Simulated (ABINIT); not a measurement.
The system is BiTe.

```
Bi Te
1.0
     2.42271    1.39875    3.31729
    -2.42271    1.39875    3.31729
     0.00000   -2.79750    3.31729
Bi Te
1 1
Direct
  0.50000 0.50000 0.50000
  0.00000 0.00000 0.00000
```

The cell comes from a database or a generator and needn't be the stable form of this composition.

Base run:

```yaml
Program: ABINIT 10.8.3 (patched build)
Functional: PBE
Potentials_or_basis: JTH PAW PBE v2.0
Cutoff: 599 eV
k_mesh: 7 × 7 × 7
Occupations: fermi-dirac, width 0.05 eV
Spin: no spin polarisation
```

Its results: band gap on the k mesh none (metal or under the smearing width); pressure 0.1 GPa.

Q: The run is repeated on the same cell with these changes: functional from PBE to PBEsol; potentials or basis from JTH PAW PBE v2.0 to PseudoDojo NC SR PBEsol v0.4.1 standard; cutoff from 599 eV to 1088 eV; valence electrons from 21 to 31. What comes out?

A: Band gap on the k mesh none (metal or under the smearing width); pressure -2.3 GPa.

Caveats: spin-orbit coupling is left out, which moves the levels of the heavy elements.

Not every run made on this cell is shown here.
